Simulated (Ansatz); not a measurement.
Task: a ladder of methods at one geometry of CH₇FOSi₂, SMILES O[SiH2][SiH2]CF, with Ansatz 0.2.0, Python API. Give the script and its output. Settings (for the species named): PBE, def2-SVP basis, multiplicity 1. The script varies functional: pbe, r2scan0, b3lyp, cam_b3lyp, hf.

```xyz
12

O    -2.2345   -0.6982    1.5377
Si   -1.4794   -0.1446    0.1647
Si    0.7818   -0.2252    0.4442
C     1.6744    0.2596   -1.1380
F     1.2206    1.5054   -1.4898
H    -2.6375    0.0614    2.0975
H    -1.8470   -1.0096   -0.9646
H    -1.8891    1.2614   -0.1112
H     1.2412   -1.5877    0.8851
H     1.2325    0.6812    1.5919
H     1.3031   -0.4126   -1.9354
H     2.7109    0.2536   -1.0482
```

`methods_ch7fosi2.py`
```python
from pathlib import Path

import ansatz
import numpy as np

GEOMETRY = """
O    -2.23450   -0.69820    1.53770
Si   -1.47940   -0.14460    0.16470
Si    0.78180   -0.22520    0.44420
C     1.67440    0.25960   -1.13800
F     1.22060    1.50540   -1.48980
H    -2.63750    0.06140    2.09750
H    -1.84700   -1.00960   -0.96460
H    -1.88910    1.26140   -0.11120
H     1.24120   -1.58770    0.88510
H     1.23250    0.68120    1.59190
H     1.30310   -0.41260   -1.93540
H     2.71090    0.25360   -1.04820
"""

molecule = ansatz.Crystal.molecule()
for line in GEOMETRY.strip().splitlines():
    symbol, *xyz = line.split()
    molecule = molecule.atom(symbol, [float(v) for v in xyz])

calc = molecule.calculation().basis(gaussian="def2-SVP")

print("functional    E (Ha)        dipole (D)   HOMO (eV)  LUMO (eV)")
for name in ["pbe", "r2scan0", "b3lyp", "cam_b3lyp", "hf"]:
    r = calc.functional(name).forces().orbitals().run(threads=1, runs_dir="runs").report
    lines = Path(r["orbitals_path"]).read_text().splitlines()
    field_of = lambda key: [line.split("=")[1].strip() for line in lines if line.startswith(key)]
    orbitals = [(27.211386 * float(e), s, float(n)) for e, s, n in zip(field_of("Ene="), field_of("Spin="), field_of("Occup="))]
    homo = max(e for e, _, n in orbitals if n > 0.5)
    lumo = min(e for e, _, n in orbitals if n < 0.5)
    dipole = 4.803205 * np.linalg.norm(r["charge_distribution"]["dipole_moment_e_ang"])
    print(f"{name:10s} {r['free_energy_ev'] / 27.211386246:14.6f} {dipole:9.3f} {homo:11.3f} {lumo:10.3f}")
```

```console
$ python methods_ch7fosi2.py
functional    E (Ha)        dipole (D)   HOMO (eV)  LUMO (eV)
pbe           -795.480318     0.382      -6.317     -1.146
r2scan0       -795.826894     0.342      -7.929     -0.141
b3lyp         -796.063131     0.349      -7.454     -0.461
cam_b3lyp     -795.955316     0.357      -8.995      0.816
hf            -793.761500     0.317     -10.802      3.058
```

What to keep in mind:
- Total energies depend on the basis set; only differences at equal settings carry meaning.
- The geometry is a force-field or estimated start, not a minimum of this method, and the basis set is short of its limit. A lower total doesn't mark the better method: functionals have no common bound, and MP2 and coupled cluster aren't variational.
- b3lyp holds the VWN-RPA fit, as in Gaussian; the form of ORCA and Turbomole is b3lyp5.
- Levels such as HOMO and LUMO are orbital energies: with these approximate functionals they aren't the ionisation energy and electron affinity, and their gap isn't the fundamental gap.
- Wall time of the script: 30 s on 1 thread of Arm Neoverse V1, with other jobs on the host, peak memory 0.36 GiB.
